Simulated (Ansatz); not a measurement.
The system is TaAs.

```
Ta As
1.0
    -1.72181    1.72181    5.86794
     1.72181   -1.72181    5.86794
     1.72181    1.72181   -5.86794
Ta As
2 2
Direct
  0.49997 0.49997 0.00000
  0.24997 0.74997 0.50000
  0.08263 0.08263 0.00000
  0.83263 0.33263 0.50000
```

The cell is a database's computed one.

Base run:

| Item | Value |
| --- | --- |
| Program | Ansatz 0.2.0 |
| Functional | PBEsol |
| Potentials or basis | all-electron LAPW, scalar-relativistic |
| Cutoff | 272 eV (chosen from the basis error) |
| Basis error allowed | 0.002 eV/atom |
| k mesh | 11 × 11 × 11 |
| Occupations | fermi-dirac, width 0.05 eV |
| Spin | no spin polarisation |

Its results: band gap on the k mesh none (metal or under the smearing width); pressure -3.8 GPa; largest force 0.022 eV/Å.

**Question.** After a change of settings the same cell gave: band gap on the k mesh none (metal or under the smearing width); pressure -1.6 GPa; largest force 0.011 eV/Å. Which change was it?
A. functional from PBEsol to PBE; basis error allowed from 0.002 eV/atom to 0.001 eV/atom
B. hubbard terms from none to Ta d U = 4 eV
C. hubbard terms from none to Ta d U = 2 eV

**Answer.** B.

Caveats: the density of states is complete only up to the lowest level of the last band computed; U is the effective U less J, on atomic orbitals that reach past the spheres (some runs); U without spin polarisation on a metal has little footing (some runs); the U is typed as a test and isn't derived for this compound (some runs).
